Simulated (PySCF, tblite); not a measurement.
**C6H9FOS: geometry, infrared bands and NMR shifts**

What infrared bands and NMR shifts should C6H9FOS (`CCOCSC1=C(F)C1`) show?

Computed with tblite 0.8.0 and PySCF 2.14.0, with density-fitted response routines of our own, on a single molecule in the gas phase. Atoms are numbered from 0 throughout.

## 1. The starting structure

18 atoms, charge 0, multiplicity 1; geometry from: force field or distance geometry start.

Bonds of the start (Å): C0–C1 1.51, C1–O2 1.41, O2–C3 1.37, C3–S4 1.82, S4–C5 1.79, C5–C6 1.35, C6–F7 1.36, C6–C8 1.48, C8–C5 1.50, C0–H9 1.12, C0–H10 1.13, C0–H11 1.08, C1–H12 1.10, C1–H13 1.11, C3–H14 1.10, C3–H15 1.13, C8–H16 1.11, C8–H17 1.10.

## 2. Geometry optimisation with GFN2-xTB

The job: settings as JSON, then the geometry in Å.

```
{"job": {"kind": "relax", "xc": "GFN2-xTB", "basis": "xTB"}, "charge": 0, "multiplicity": 1}
C     -2.510300    -0.362200    -0.806100
C     -2.229900     0.343400     0.500200
O     -1.410600    -0.532100     1.239300
C     -0.265700    -0.765700     0.529600
S      0.545400     0.852500     0.325300
C      2.050400     0.538800    -0.595800
C      2.884800    -0.328400    -1.201900
F      3.216900    -1.597200    -1.571500
C      3.296600     1.093100    -1.216000
H     -3.587200    -0.150300    -1.030000
H     -2.482200    -1.474400    -0.623100
H     -1.810100    -0.050900    -1.564000
H     -1.737500     1.304000     0.299400
H     -3.144300     0.567600     1.080700
H     -0.463200    -1.223200    -0.450600
H      0.479600    -1.374100     1.124000
H      3.150400     1.712800    -2.129500
H      4.008300     1.452500    -0.451300
```

On the command line:

```sh
OMP_NUM_THREADS=1 python probes_run.py task.json out
```

One launch serves the whole session: the jobs run in the order shown.

**Question.** This job is followed by: GFN2-xTB harmonic vibrations, gas phase; GIAO PBE0/pcSseg-1 NMR shielding, non-relativistic, gas phase. Predict these results of the whole session: strongest single infrared mode (GFN2-xTB); zero-point energy (GFN2-xTB); 13C shifts against TMS (PBE0/pcSseg-1); 1H shifts against TMS (PBE0/pcSseg-1, means over atoms taken as alike); 17O shifts against H2O (PBE0/pcSseg-1); 33S shifts against CS2 (PBE0/pcSseg-1); 19F shifts against CFCl3 (PBE0/pcSseg-1).

**Answer**, as computed:

```
                                                              quantity                                    value
                             strongest single infrared mode (GFN2-xTB)                    1122 cm⁻¹, 204 km/mol
                                          zero-point energy (GFN2-xTB)                            85.7 kcal/mol
                                13C shifts against TMS (PBE0/pcSseg-1)  153.1, 82.0, 78.8, 65.6, 27.3, 13.1 ppm
1H shifts against TMS (PBE0/pcSseg-1, means over atoms taken as alike)               5.42, 4.05, 2.28, 1.26 ppm
                                17O shifts against H2O (PBE0/pcSseg-1)                                 64.5 ppm
                                33S shifts against CS2 (PBE0/pcSseg-1)                                   -3 ppm
                              19F shifts against CFCl3 (PBE0/pcSseg-1)                               -164.7 ppm
```

**Reading.** Over 48 steps the energy fell by 0.896 eV; of the close pairs, S4–C5 changed most, 1.792 to 1.709 Å. The lowest mode is slightly imaginary (12i cm⁻¹), a soft motion within the noise of the Hessian, so the minimum is not strictly shown. The strongest single mode, at 1122 cm⁻¹, has its largest shares on O2, C1 and C3 (the list is cut at 3 atoms). GFN2-xTB is a fitted tight-binding method: band positions and strengths are rough. Its intensities can rank the bands wrongly. The most deshielded hydrogen is H14, H15 (mean) (hydrogen on an sp3 CH2 bonded to O and S), at 5.42 ppm: its carbon carries O, which withdraws density. At PBE0/pcSseg-1: Shielding is most anisotropic at S4 (span 494 ppm, paramagnetic term -550 ppm).
